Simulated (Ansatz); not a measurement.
# CH3ClOSi: up Jacob's ladder to CCSD(T)

An exercise on one series of results from a longer session: the logs are not shown, and one member is left open.

The runs use Ansatz 0.2.0, Gaussian basis; functionals in def2-TZVPP, the program's frozen cores in correlated methods.

Levels to be run: LDA (SPW92), PBE-D4, revPBE-D4, BLYP-D4, r2SCAN-D4, B97M-V, PBE0-D4, B3LYP-D4, r2SCANh-D4, r2SCAN0-D4, HSE06-D4, BHLYP-D4, CAM-B3LYP-D4, LC-ωPBE, ωB97X-V, ωB97M-V, B2PLYP, PBE-QIDH; CCSD(T)/def2-SVP; CCSD(T)/def2-TZVPP; MP2/def2-QZVPP; extrapolation to the limit; RPA on PBE.

## The geometry

All runs share one geometry, relaxed beforehand with PBE0-D4 in a triple-zeta def2 set.

SMILES `CO[Si]Cl`, 7 atoms, charge 0, spin multiplicity 1.

Atoms are counted from 1 here; the program's logs count them from 0.

Bond lengths: C1–O2 1.413 Å, C1–H5 1.092 Å, C1–H6 1.091 Å, C1–H7 1.091 Å, O2–Si3 1.624 Å, Si3–Cl4 2.116 Å. Angles: O2–C1–H5 111.2°, O2–C1–H6 108.8°, O2–C1–H7 108.8°, H5–C1–H6 109.6°, H5–C1–H7 109.6°, H6–C1–H7 108.9°, C1–O2–Si3 136.9°, O2–Si3–Cl4 103.0°.

The first run:

Input file in.yaml:

```yaml
crystal:
  periodic: [false, false, false]
  atoms:
    - {symbol: C, position_ang: [0.358492, 0.752959, 0.161924]}
    - {symbol: O, position_ang: [0.325345, -0.536798, 0.737711]}
    - {symbol: Si, position_ang: [-0.350807, -1.971966, 0.392535]}
    - {symbol: Cl, position_ang: [-1.396160, -1.586221, -1.406357]}
    - {symbol: H, position_ang: [-0.214902, 0.786502, -0.766388]}
    - {symbol: H, position_ang: [-0.058044, 1.466925, 0.874668]}
    - {symbol: H, position_ang: [1.397178, 1.020597, -0.039694]}
basis:
  gaussian: {orbitals: def2-TZVPP}
hamiltonian: {xc: lda}
output: {orbitals: {seedname: orbitals}}
```

Among the steps run: LDA; PBE-D4 (GGA); revPBE-D4 (GGA); BLYP-D4 (GGA); r2SCAN-D4 (meta-GGA); B97M-V (meta-GGA); PBE0-D4 (hybrid); B3LYP-D4 (hybrid); r2SCANh-D4 (hybrid); r2SCAN0-D4 (hybrid); HSE06-D4 (hybrid); BHLYP-D4 (hybrid); CAM-B3LYP-D4 (range-separated); LC-ωPBE-D4 (range-separated; the results give it without D4); ωB97X-V (range-separated); ωB97M-V (range-separated); B2PLYP (double hybrid); PBE-QIDH (double hybrid).

One of the session's tables, all rows but one given; the rest of the session is left out.

It belongs to the step «Orbital energies across the functionals». 

| functional | HOMO (eV) | LUMO (eV) | gap (eV) |
| --- | --- | --- | --- |
| LDA (SPW92) | -6.43 | -2.80 | 3.63 |
| PBE-D4 | -6.32 | -2.64 | 3.68 |
| revPBE-D4 | ? | ? | ? |
| BLYP-D4 | -6.18 | -2.48 | 3.70 |
| r2SCAN-D4 | -6.53 | -2.55 | 3.98 |
| B97M-V | -6.63 | -2.51 | 4.12 |
| PBE0-D4 | -7.42 | -1.85 | 5.58 |
| B3LYP-D4 | -7.23 | -2.02 | 5.21 |
| r2SCANh-D4 | -6.94 | -2.25 | 4.69 |
| r2SCAN0-D4 | -7.55 | -1.79 | 5.76 |
| HSE06-D4 | -7.03 | -2.23 | 4.80 |
| BHLYP-D4 | -8.41 | -0.93 | 7.47 |
| CAM-B3LYP-D4 | -8.71 | -0.75 | 7.96 |
| LC-ωPBE | -9.99 | 0.32 | 10.31 |
| ωB97X-V | -9.67 | 0.25 | 9.92 |
| ωB97M-V | -9.52 | 0.16 | 9.68 |

Q: Estimate the row for revPBE-D4 from the others.

**Answer.** HOMO (eV): -6.27; LUMO (eV): -2.58; gap (eV): 3.70. In the column «HOMO (eV)» it lies between PBE-D4 (-6.32) and BLYP-D4 (-6.18).
